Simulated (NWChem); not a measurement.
# BHO2 (SMILES O=BO) at wB97X/def2-TZVP (density fitting)

What is the electronic atomisation energy of BHO2 at wB97X/def2-TZVP (density fitting)? 

The results are computed with NWChem 7.3.0.

### 1 Starting point

BHO2: 4 atoms, total charge 0, spin state singlet. SMILES: `O=BO`. The coordinates come from a PBE0-D4/def2-TZVP relaxation.

Bond lengths: O1–B2 1.210 Å, B2–O3 1.322 Å, O3–H4 0.960 Å. Angles: O1–B2–O3 177.5°, B2–O3–H4 117.0°.

### 2 A single-point energy at wB97X/def2-TZVP (density fitting) (run 1)

File bho2.nw:

```
echo
start bho2
title "BHO2 energy"
memory 2200 mb

geometry noautosym nocenter noautoz
 O     -1.555100     0.523500     0.428500
 B     -0.423900     0.132000     0.248600
 O      0.816700    -0.302000     0.108600
 H      1.162300    -0.353500    -0.785700
end

basis spherical bse
 O library def2-TZVP
 B library def2-TZVP
 H library def2-TZVP
end

basis "cd basis" spherical
 O library "dgauss a2 dft coulomb fitting"
 B library "dgauss a2 dft coulomb fitting"
 H library "dgauss a2 dft coulomb fitting"
end

dft
 xc wb97x
 grid fine
 convergence energy 1e-08
 maxiter 100
 mulliken
 print low
end

task dft energy
```

Launch:

```console
$ nwchem bho2.nw > bho2.out
```

Standard output:

```text
[...]
 d= 0,ls=0.0,diis     1   -175.8897484372 -2.30D+02  8.88D-03  1.12D+00     5.0
[...]
 d= 0,ls=0.0,diis    10   -176.0139947859 -8.67D-09  6.28D-07  7.71D-09    42.5
         Total DFT energy =     -176.013994785910
      One electron energy =     -347.858871739903
           Coulomb energy =      139.473863601500
    Exchange-Corr. energy =      -21.634567134657
 Nuclear repulsion energy =       54.005580487150
[...]
      Total Density - Mulliken Population Analysis
     ---------------------------------------------
    Atom       Charge   Shell Charges
 -----------   ------   -------------------------------------------------------
    1 O    8     8.27   0.79  1.18  0.61  0.83  0.38  1.88  1.73  0.84  0.00  0.01  0.00
    2 B    5     4.68   0.92  1.05  0.57  0.05  0.02  1.04  0.65  0.10  0.11  0.12  0.05
    3 O    8     8.42   0.79  1.18  0.58  0.87  0.33  1.94  1.89  0.82  0.00  0.01  0.00
    4 H    1     0.63   0.25  0.31  0.02  0.05
[...]
```

Run time: 43 s. Hardware: 1 thread of Intel Xeon Platinum 8488C (Sapphire Rapids), shared host; peak memory 0.11 GiB.

### 3 The B atom at the same level (run 2)

File b.nw:

```
start b
memory 2200 mb

geometry units au noautosym nocenter noautoz
 B   0.00000000  0.00000000  0.00000000
end

basis spherical bse
 * library def2-TZVP
end

basis "cd basis" spherical
 * library "dgauss a2 dft coulomb fitting"
end

dft
 xc wb97x
 mult 2
 grid fine
 convergence energy 1e-08
 iterations 100
 mulliken
 print low
end

task dft
```

Run the same way, it converges to -24.65163 Eh (log not shown).

Run 3 isn't shown in full; the table further down has it.

### 4 The O atom (run 4)

File o.nw:

```
start o
memory 2200 mb
geometry noautosym nocenter noautoz
  O      0.000000     0.000000     0.000000
end
basis spherical bse
  * library def2-TZVP
end
basis "cd basis" spherical
  * library "dgauss a2 dft coulomb fitting"
end
dft
  xc wb97x
  mult 3
  grid fine
  convergence energy 1e-08
  iterations 100
  mulliken
  noprint "final vectors analysis"
end
task dft
```

Run the same way, it converges to -75.07741 Eh (log not shown).

### 5 The series

```tsv
run	level	partner	energy (Eh)	wall time
1	wB97X/def2-TZVP (density fitting)	base	-176.013995	43 s
2	U-wB97X/def2-TZVP (density fitting)	atoms	-24.651627	1.9 s
3	U-wB97X/def2-TZVP (density fitting)	atoms	-0.501512	0.83 s
4	U-wB97X/def2-TZVP (density fitting)	atoms	-75.077405	1.6 s
```

### 6 Summary of results

Level: wB97X/def2-TZVP (density fitting).

```
                     quantity         value
         O atom: total energy  -75.07741 Eh
                 O atom: ⟨S²⟩         2.005
electronic atomisation energy     19.212 eV
```

Taking the molecule apart into free atoms costs 19.21 eV (443 kcal/mol), before zero-point energy and without spin-orbit coupling. All runs together took 48 s, the longest 43 s.
